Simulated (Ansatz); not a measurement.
Below is the output of a Python script on Ansatz 0.2.0, Python API that makes a ladder of methods at one geometry of C3H4FI, SMILES FC1(I)CC1. Write a script that gives it. Level of theory (for the species named): PBE, def2-SVP basis, multiplicity 1. The script varies functional: pbe, hse06, lc_wpbe, r2scan.

```yaml
atoms:
  - { symbol: F, position_ang: [0.4198, -1.8355, -0.6775] }
  - { symbol: C, position_ang: [-0.2262, -0.5473, -0.5493] }
  - { symbol: I, position_ang: [-1.7984, -0.0979, -1.8794] }
  - { symbol: C, position_ang: [0.7614, 0.5763, -0.1171] }
  - { symbol: C, position_ang: [-0.3034, -0.0238, 0.8351] }
  - { symbol: H, position_ang: [1.7338, 0.3357, 0.0210] }
  - { symbol: H, position_ang: [0.5401, 1.5733, -0.4719] }
  - { symbol: H, position_ang: [0.1075, -0.6396, 1.6364] }
  - { symbol: H, position_ang: [-1.1460, 0.6125, 1.1856] }
```

```console
$ python run_methods.py
functional    E (Ha)        dipole (D)   HOMO (eV)  LUMO (eV)
pbe           -513.784381     1.979      -6.098     -1.936
hse06         -513.810504     2.148      -6.950     -1.453
lc_wpbe       -513.953068     2.127      -9.994      1.245
r2scan        -514.044232     2.159      -6.434     -1.834
```

One script that gives this output:

`run_methods.py`:
```python
from pathlib import Path

import ansatz as az
import numpy as np

GEOMETRY = """
F     0.41980   -1.83550   -0.67750
C    -0.22620   -0.54730   -0.54930
I    -1.79840   -0.09790   -1.87940
C     0.76140    0.57630   -0.11710
C    -0.30340   -0.02380    0.83510
H     1.73380    0.33570    0.02100
H     0.54010    1.57330   -0.47190
H     0.10750   -0.63960    1.63640
H    -1.14600    0.61250    1.18560
"""

mol = az.Crystal.molecule()
for line in GEOMETRY.strip().splitlines():
    symbol, *xyz = line.split()
    mol = mol.atom(symbol, [float(v) for v in xyz])

model = mol.calculation().basis(gaussian="def2-SVP")

print("functional    E (Ha)        dipole (D)   HOMO (eV)  LUMO (eV)")
for name in ["pbe", "hse06", "lc_wpbe", "r2scan"]:
    data = model.functional(name).forces().orbitals().run(threads=1, runs_dir="runs").report
    lines = Path(data["orbitals_path"]).read_text().splitlines()
    field_of = lambda key: [line.split("=")[1].strip() for line in lines if line.startswith(key)]
    orbitals = [(27.211386 * float(e), s, float(n)) for e, s, n in zip(field_of("Ene="), field_of("Spin="), field_of("Occup="))]
    homo = max(e for e, _, n in orbitals if n > 0.5)
    lumo = min(e for e, _, n in orbitals if n < 0.5)
    dipole = 4.803205 * np.linalg.norm(data["charge_distribution"]["dipole_moment_e_ang"])
    print(f"{name:10s} {data['free_energy_ev'] / 27.211386246:14.6f} {dipole:9.3f} {homo:11.3f} {lumo:10.3f}")
```

Notes:
- These settings explore the input space; basis and method may be short of convergence.
- The geometry is a force-field or estimated start, not a minimum of this method, and the basis set is short of its limit. A lower total doesn't mark the better method: functionals have no common bound, and MP2 and coupled cluster aren't variational.
- def2 sets replace the cores of elements past krypton by effective core potentials.
- Levels such as HOMO and LUMO are orbital energies: with these approximate functionals they aren't the ionisation energy and electron affinity, and their gap isn't the fundamental gap.
- hse06 follows the composition of plane-wave codes, whose totals differ by tens of mHa, up to about 0.1 Ha, from the form usual in Gaussian-basis programs (wpbeh).
- Timing: 22 s on 1 thread of Arm Neoverse V1, on a shared host, peak memory 0.3 GiB.

(Lines on the test bed's own set-up are left out of the output.)
